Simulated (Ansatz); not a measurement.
**UMP2/def2-SVP (core potential) run of InSiH3ClO (SMILES [SiH3][O][In][Cl])**

Aim: the vertical ionisation energy of InSiH3ClO at UMP2/def2-SVP (core potential), from 2 runs. 

The calculation is run with Ansatz 0.2.0.

113 further runs of the same task are left out: 113 set aside as unsound or not needed.

### 1 Starting point

The species is InSiH3ClO (7 atoms), meant as a doublet with charge 0. As SMILES, `[SiH3][O][In][Cl]`. Geometry: relaxed at PBE0-D4/def2-TZVP. This is one conformer, not always the lowest.

Bond lengths: Si1–O2 1.634 Å, O2–In3 1.993 Å, In3–Cl4 2.351 Å, Si1–H5 1.491 Å, Si1–H6 1.486 Å, Si1–H7 1.491 Å. Angles: Si1–O2–In3 137.3°, O2–In3–Cl4 115.6°, O2–Si1–H5 111.6°, O2–Si1–H6 108.5°, O2–Si1–H7 111.6°, H5–Si1–H6 108.8°, H5–Si1–H7 107.5°, H6–Si1–H7 108.8°.

### 2 The energy at UMP2/def2-SVP (core potential)

Input file input.yaml:

```yaml
crystal:
  periodic: [false, false, false]
  atoms:
    - symbol: Si
      position_ang: [0.016600, 1.144600, 0.460800]
    - symbol: O
      position_ang: [0.203700, -0.441600, 0.114500]
    - symbol: In
      position_ang: [-0.437600, -1.723300, -1.270600]
    - symbol: Cl
      position_ang: [0.330700, -3.933200, -1.041200]
    - symbol: H
      position_ang: [0.496200, 2.009500, -0.655300]
    - symbol: H
      position_ang: [0.803700, 1.457800, 1.681900]
    - symbol: H
      position_ang: [-1.413400, 1.486100, 0.709900]
basis:
  gaussian: {orbitals: def2-SVP}
magnetization: {spin_polarized: true, initial_magnetization: 1}
correlation: {method: mp2, frozen_orbitals: {Cl: 5, H: 0, In: 4, O: 1, Si: 5}}
accuracy: high
```

On the command line:

```
ansatz run input.yaml --threads 1 --pin off --max-ram 3480MiB --events-out events.jsonl --progress --plain --runs-dir runs
```

The program printed:

```text
Warning: RAYON_NUM_THREADS=1 ignored (pool sized by the plan → 1); use --threads N
Functional definition: HF
  name "HF"
  exchange = exact_x
  correlation = 0
2009 factors; integrals over basis functions are off by at most 8.1e-9 eV
mean field evaluation 1: about -27589.6316 eV, gradient 2.8e1 eV
mean field evaluation 2: about -27589.6559 eV, gradient 2.8e1 eV
mean field evaluation 4: about -27593.5824 eV, gradient 2.7e0 eV
mean field evaluation 8: about -27593.6965 eV, gradient 1.7e-1 eV
mean field evaluation 16: about -27587.6197 eV, gradient 2.0e1 eV
mean field -27593.69752754 eV, -1014.0496804571 hartree, gradient 4.8e-8 eV, S^2 0.759228; 1 other end points of the search recorded, 0 dependent functions left out
15 core orbitals not correlated: weight in the atoms' cores, before any rotation towards them, 1.000 or more for the frozen orbitals, at most 0.000 for the correlated occupied ones
reference -27593.69752754 eV, -1014.0496804571 hartree; 17, 16 occupied and 59, 60 virtual orbitals, 2009 factors
second order -13.08772903 eV of doubles, -0.00000000 eV of singles
Total energy: -27606.78525657 eV, -1014.5306456279 hartree
```

It took 6.3 s on 1 thread of Arm Neoverse V2, shared host; peak memory 0.39 GiB.

### 3 The singlet cation, same level

Input file molecule.yaml:

```yaml
crystal:
  periodic: [false, false, false]
  atoms:
    - {symbol: Si, position_ang: [0.016600, 1.144600, 0.460800]}
    - {symbol: O, position_ang: [0.203700, -0.441600, 0.114500]}
    - {symbol: In, position_ang: [-0.437600, -1.723300, -1.270600]}
    - {symbol: Cl, position_ang: [0.330700, -3.933200, -1.041200]}
    - {symbol: H, position_ang: [0.496200, 2.009500, -0.655300]}
    - {symbol: H, position_ang: [0.803700, 1.457800, 1.681900]}
    - {symbol: H, position_ang: [-1.413400, 1.486100, 0.709900]}
basis:
  gaussian: {orbitals: def2-SVP}
total_charge: 1
correlation: {method: mp2, frozen_orbitals: {Cl: 5, H: 0, In: 4, O: 1, Si: 5}}
accuracy: high
```

On the command line:

```
ansatz run molecule.yaml --threads 1 --pin off --max-ram 3480MiB --events-out events.jsonl --progress --plain --runs-dir runs
```

The program printed:

```text
Warning: RAYON_NUM_THREADS=1 ignored (pool sized by the plan → 1); use --threads N
[... 4 set-up lines as earlier in the session ...]
2005 factors; integrals over basis functions are off by at most 8.1e-9 eV
mean field evaluation 1: about -27577.2561 eV, gradient 5.8e1 eV
mean field evaluation 2: about -27577.3464 eV, gradient 5.8e1 eV
mean field evaluation 4: about -27584.6832 eV, gradient 5.8e0 eV
mean field evaluation 8: about -27584.8176 eV, gradient 5.3e-1 eV
mean field evaluation 16: about -27584.8204 eV, gradient 4.0e-7 eV
mean field -27584.82042670 eV, -1013.7234530183 hartree, gradient 1.5e-8 eV, S^2 0.000000; 0 other end points of the search recorded, 0 dependent functions left out; unrestricted orbitals would lower it
15 core orbitals not correlated: weight in the atoms' cores, before any rotation towards them, 1.000 or more for the frozen orbitals, at most 0.000 for the correlated occupied ones
reference -27584.82042670 eV, -1013.7234530183 hartree; 16, 16 occupied and 60, 60 virtual orbitals, 2005 factors
second order -13.35865882 eV of doubles, -0.00000000 eV of singles
Total energy: -27598.17908552 eV, -1014.2143746751 hartree
```

It took 4.2 s on 1 thread of Arm Neoverse V2, shared host; peak memory 0.28 GiB.

### 4 Outcome

Level: UMP2/def2-SVP (core potential), 15 core orbitals frozen.

| quantity | value |
| --- | --- |
| doublet InSiH3ClO: total energy | -1014.53065 Eh |
| doublet InSiH3ClO: correlation energy (15 core orbitals frozen) | -481.0 mEh |
| doublet InSiH3ClO: ⟨S²⟩ of the reference determinant | 0.759 |
| singlet cation: total energy | -1014.21437 Eh |
| singlet cation: correlation energy (15 core orbitals frozen) | -490.9 mEh |
| vertical ionisation energy (to the singlet cation) | 8.606 eV |

**Reading.** Removing an electron at fixed nuclei costs 8.61 eV (830 kJ/mol). Only the singlet of the ionised species was computed; a triplet could lie lower. The restricted solution (singlet cation) is unstable to spin breaking: an unrestricted one lies lower.
